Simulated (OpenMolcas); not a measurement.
# Mo²⁺ among point charges: CASSCF levels and susceptibility

How does a field of 6 point charges split the states of Mo²⁺, and what χT follows?

Program: OpenMolcas 26.06. Level of theory: state-averaged CASSCF, spin-orbit coupling by RASSI with atomic mean-field integrals. These are calculated values, not measurements, unless marked.

1 further run of the same task is left out (it didn't finish).

## (1) The system

| Quantity | Value |
| --- | --- |
| Species | Mo²⁺ (molybdenum, Z = 42, 40 electrons) |
| Basis | ANO-RCC-VTZP [7s6p4d2f1g], 68 functions |
| Scalar Hamiltonian | DKH2, point nucleus |
| Inactive shells | 1s 2s 2p 3s 3p 3d 4s 4p |
| Active space | 4 electrons in 5 orbitals (4d) |
| Some configurations of this space | 4d4 |
| Orbitals | optimised for each spin and parity, averaged over all roots |

The outer shells:

4d4
```
4d [↑ ][↑ ][↑ ][↑ ][  ]
```

The ion sits among 6 point charges of -1.7 e arranged as a trigonal prism (D3h), 1.92 Å from the ion, with a polar angle of 39.3° against the regular 49.1°. The active orbitals were held to one l.

Each step is its own input file, run in one work folder so that later steps find the files of earlier ones. Labels, J, g values, rates, χT and fits are worked out afterwards by a script from the matrices that RASSI stores.

## (2) One- and two-electron integrals

The input, a.inp:

```
&GATEWAY
Coord
1

Mo 0.0 0.0 0.0
Basis=ANO-RCC-VTZP
Group=NoSym
NoMove
AngMom=0.0 0.0 0.0
AMFI
XField
6 Angstrom 0
1.215573 0.000000 1.486198 -1.700000
-0.607786 1.052717 1.486198 -1.700000
-0.607786 -1.052717 1.486198 -1.700000
1.215573 0.000000 -1.486198 -1.700000
-0.607786 1.052717 -1.486198 -1.700000
-0.607786 -1.052717 -1.486198 -1.700000
&SEWARD
```

Run with:

```sh
$ OMP_NUM_THREADS=1 MOLCAS_MEM=1689 MOLCAS_PROJECT=a pymolcas a.inp > a.log
```

## (3) Reference wave functions, quintets, 5 roots

The input, a.inp:

```
&RASSCF
FileOrb=start.orb
Symmetry=1
Spin=5
nActEl=4 0 0
Inactive=18
Ras2=5
CIRoot=5 5 1
SDav=5
CIMx=300
Iter=120 100
PrWF=0.3
OrbListing=Nothing
MaxOrb=0
SupSym
1
20 10 11 12 13 14 19 20 21 22 23 36 37 38 39 40 41 42 43 44 45
>>> COPY $Project.JobIph JOB001
```

start.orb holds the contracted functions of the basis, ordered by shell, or the orbitals of the step before.

## (4) CASSCF: triplets, 45 roots

The input, a.inp:

```
&RASSCF
FileOrb=start.orb
Symmetry=1
Spin=3
nActEl=4 0 0
Inactive=18
Ras2=5
CIRoot=45 45 1
SDav=45
CIMx=300
Iter=120 100
PrWF=0.3
OrbListing=Nothing
MaxOrb=0
SupSym
1
20 10 11 12 13 14 19 20 21 22 23 36 37 38 39 40 41 42 43 44 45
>>> COPY $Project.JobIph JOB002
```

## (5) CASSCF: singlets, 50 roots

The input, a.inp:

```
&RASSCF
FileOrb=start.orb
Symmetry=1
Spin=1
nActEl=4 0 0
Inactive=18
Ras2=5
CIRoot=50 50 1
SDav=50
CIMx=300
Iter=120 100
PrWF=0.3
OrbListing=Nothing
MaxOrb=0
SupSym
1
20 10 11 12 13 14 19 20 21 22 23 36 37 38 39 40 41 42 43 44 45
LevShft=1.5
>>> COPY $Project.JobIph JOB003
```

## (6) State interaction with spin-orbit coupling

The input, a.inp:

```
&RASSI
NrOfJobIphs=3 5 45 50
1 2 3 4 5
1 2 3 4 5 6 7 8 9 10 11 12 13 14 15 16 17 18 19 20 21 22 23 24 25 26 27
28 29 30 31 32 33 34 35 36 37 38 39 40 41 42 43 44 45
1 2 3 4 5 6 7 8 9 10 11 12 13 14 15 16 17 18 19 20 21 22 23 24 25 26 27
28 29 30 31 32 33 34 35 36 37 38 39 40 41 42 43 44 45 46 47 48 49 50
IphNames
JOB001
JOB002
JOB003
EJob
SpinOrbit
DIPRint=1.0
SOCoupling=1000.0
Subsets=2
Property=9
'ANGMOM' 1 'ANGMOM' 2 'ANGMOM' 3 'MLTPL  1' 1 'MLTPL  1' 2 'MLTPL  1' 3
'AMFI' 1 'AMFI' 2 'AMFI' 3
SOProperty=3
'ANGMOM' 1 'ANGMOM' 2 'ANGMOM' 3
```

What does the calculation give? Wanted: spin-free ground state; first state of the same spin within the active space; lowest level; next level.

The runs gave:

```
                                            quantity                            value
                                              method                           CASSCF
                              spin-free ground state  1A1, 1-fold in its orbital part
first state of the same spin within the active space             singlet at 9810 cm⁻¹
                                        lowest level                        1-fold A1
                                          next level                      1950.8 cm⁻¹
                                         χT at 300 K                   0.04 cm³ K/mol
                           effective moment at 300 K                          0.54 μB
```

**Reading.** The spin-free ground state (1A1) comes to 53 % from free-ion D terms and has less than the highest spin computed. The field of point charges can differ much from that of real complexes. With metal d orbitals alone active, the gaps between spin states are rough; where two lie within a few thousand cm-1, their order is open. Point charges carry no covalency, so the field is a model and not that of real ligands.
